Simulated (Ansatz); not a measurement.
**BaZrP: a trial structure relaxed**

Aim: relax a trial structure of BaZrP and see where it ends.

Method: DFT PBE, scalar-relativistic, plane waves, PAW, in Ansatz 0.2.0.

## (1) The structure to begin with

The structure is tetragonal, space group P4/mmm (No. 123). Conventional cell: a = 3.900 Å, b = 3.900 Å, c = 5.017 Å, α = 90.00°, β = 90.00°, γ = 90.00°. Ba (site symmetry 4/mmm) is surrounded by 4 Zr at 2.76 Å. Around Zr (site symmetry 4/mmm) lie 2 P at 2.51 Å and 4 Ba at 2.76 Å. Around P (site symmetry 4/mmm) lie 2 Zr at 2.51 Å.

As a file:

```
CELL_PARAMETERS angstrom
3.90012 0.00000 0.00000
0.00000 3.90012 0.00000
0.00000 0.00000 5.01676
ATOMIC_POSITIONS crystal
Ba 0.50000 0.50000 0.00000
Zr 0.00000 0.00000 0.00000
P 0.00000 0.00000 0.50000
```

Recipe of the guess: random cell by space group and Wyckoff sites (P4/mmm, No. 123). The dimensions are guesses.

## (2) A first look at the guess

Contents of input.yaml:

```yaml
crystal:
  lattice:
    - [3.90012142, 0.0, 0.0]
    - [0.0, 3.90012142, 0.0]
    - [0.0, 0.0, 5.01675655]
  atoms:
    - { symbol: Ba, position: [0.5, 0.5, 0.0] }
    - { symbol: Zr, position: [0.0, 0.0, 0.0] }
    - { symbol: P, position: [0.0, 0.0, 0.5] }
basis:
  ecutwfc: 420
kpoints:
  mp_grid: { grid: [4, 4, 4] }
hamiltonian:
  xc: pbe
scf:
  occupations: { method: gaussian, width: 0.1 }
  lower_state_search: "off"
output:
  forces: true
  stress: true
  eigenvalues: true
```

Command:

```bash
$ ansatz run input.yaml --threads 1 --pin off --max-ram 2048MiB --backend cpu --events-out ev --progress --plain --runs-dir out
```

Further runs follow: a loose first relaxation; relaxation on the finer mesh.

**Question.** What will these runs give? Wanted: conventional cell; volume; energy over the elements, black P; gap on the mesh.

As calculated:

| quantity | value |
| --- | --- |
| symmetry at the end (tolerance 0.05 Å) | space group P4/mmm (No. 123) |
| conventional cell | a = 4.820 Å, b = 4.820 Å, c = 4.963 Å, α = 90.00°, β = 90.00°, γ = 90.00° |
| volume | 38.43 Å³/atom |
| energy over the elements, black P | +0.26 eV/atom |
| gap on the mesh | none (metal) |

What this shows: The space group P4/mmm (No. 123) is kept, and the volume per atom grows by 51.1 % from the first guess. The formation energy is positive, so the separate elements lie lower. No finished test with a distortion of lower symmetry is shown, so the end may be a saddle point.
